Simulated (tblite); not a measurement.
# C6H10BP: the cost of one run

Programs: tblite 0.8.0 and PySCF 2.14.0, with routines of our own; each step states its level. All values are computed. Atoms count from 0.

### Step 1. The system as given

18 atoms, charge 0, multiplicity 1; geometry from: force field or distance geometry start.

### Step 2. Optimising the geometry with GFN2-xTB

Job settings and geometry (Å):

```
{"job": {"kind": "relax", "xc": "GFN2-xTB", "basis": "xTB"}, "charge": 0, "multiplicity": 1}
C     -1.841300    -0.988300    -1.150500
B     -1.145500    -0.060200    -0.067300
C     -1.998000     0.613600     1.097700
C      0.410400     0.186600    -0.130300
C      1.155800     0.913500     0.799200
C      2.532900     0.792700     0.607600
C      2.892000    -0.030900    -0.449300
P      1.479000    -0.530200    -1.260000
H     -1.669500    -0.565200    -2.158900
H     -1.429100    -2.010400    -1.097600
H     -2.945800    -1.042700    -0.968800
H     -1.647200     0.268300     2.085600
H     -3.083900     0.350500     1.001200
H     -1.899900     1.719400     1.027500
H      0.720300     1.474600     1.618500
H      3.259400     1.236800     1.293500
H      3.894300    -0.380200    -0.651200
H      1.307100    -1.941800    -1.608700
```

Run with:

```bash
OMP_NUM_THREADS=1 python excited_run.py task.json out
```

This one command runs all jobs of the session in turn.

**Question.** How long does this first job take on 1 thread of AMD EPYC, shared host, and how much memory does it need?

About 3.4 s, with a peak of 0.18 GiB.
